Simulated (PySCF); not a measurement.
**NdOF: other functionals and bases at one geometry**

An exercise on one series of results from a longer session: the logs are not shown, and one member is left open.

Computed with PySCF 2.14.0. Level: several levels, as the steps say, no spin–orbit coupling.

1 further run of the same task is left out (for a known fault of the program).

## The system as given

3 atoms, charge 0, spin multiplicity 1.

Bond lengths: Nd1–O2 1.857 Å, Nd1–F3 2.085 Å. Angles: O2–Nd1–F3 109.6°.

Coordinates:

```mol
FNdO
  3D, bonds by distance, orders not assigned

  3  2  0  0  0  0  0  0  0  0999 V2000
    0.0435    0.0000   -0.3725 Nd  0  0
    1.5445    0.0000    0.7208 O   0  0
   -1.6778    0.0000    0.8033 F   0  0
  1  2  8  0
  1  3  8  0
M  END
```

Formal oxidation states: Nd +3. Each metal's 3 4f electrons lie in its core potential, so multiplicities, spins and levels count the valence alone. An earlier session relaxed this geometry at PBE0, Nd lcecp-1-SVP with ECP49, O def2-SVP, F def2-SVP (singlet, point group Cs).

At PBE0 on the finer grid: E = -208.771874 Eh, HOMO -6.70 eV, LUMO -2.00 eV, Mulliken charge on Nd1 +0.87 e, largest force component 0.012 eV/Å. 

Levels to run: r2SCAN; B3LYP; PBE0, TZVP. Hardware: 2 threads of Arm Neoverse V1, shared host.

Set-up of the first run:

run.py (the lines that set the calculation)

```python
mol = gto.M(atom='''
Nd     0.04346     0.00000    -0.37255
O      1.54448     0.00000     0.72081
F     -1.67780     0.00000     0.80327''',
    basis={'Nd': 'lcecp-1-SVP', 'O': 'def2-SVP', 'F': 'def2-SVP'},
    ecp={'Nd': 'lcecp-1-SVP'},
    charge=0, spin=0)
mf = dft.RKS(mol, xc='R2SCAN')
mf.grids.atom_grid = (75, 302)  # f atoms: unpruned, at least (60, 302)
mf = mf.density_fit()  # fitting sets: Nd AutoAux, O def2-universal-JKFIT, F def2-universal-JKFIT
mf.conv_tol = 1e-08; mf.max_cycle = 55
mf.kernel(dm0)  # dm0: the density of the relaxed state
```

Command:

```
> OMP_NUM_THREADS=2 python run.py
```

Among the steps run: r2SCAN; B3LYP; PBE0, TZVP.

One of the session's tables, all rows but one given; the rest of the session is left out.

```
              level  HOMO (eV)  gap (eV)  charge on Nd1 (e)  dipole (D)  largest force component (eV/Å)
PBE0 (relaxed here)      -6.70      4.70               0.87        7.39                            0.01
             r2SCAN      -5.49      3.40               0.85        7.18                            0.56
              B3LYP          ?         ?                  ?           ?                               ?
         PBE0, TZVP      -6.68      4.69               1.30        7.67                            0.32
```

**Question.** Estimate the row for B3LYP.

**Answer.** HOMO (eV): -6.45; gap (eV): 4.12; charge on Nd1 (e): 0.83; dipole (D): 7.29; largest force component (eV/Å): 0.49. In the column «HOMO (eV)» it lies between PBE0, TZVP (-6.68) and r2SCAN (-5.49).

In one basis the HOMO–LUMO gap runs from 3.40 eV (r2SCAN) to 4.70 eV (PBE0). The largest leftover force, 0.56 eV/Å with r2SCAN, stands at a geometry relaxed at another level. With 4f in the core, its levels are missing from HOMO and gap, and its count is fixed, so no charge can pass from the ligands into it. Total energies of different levels can't be compared.
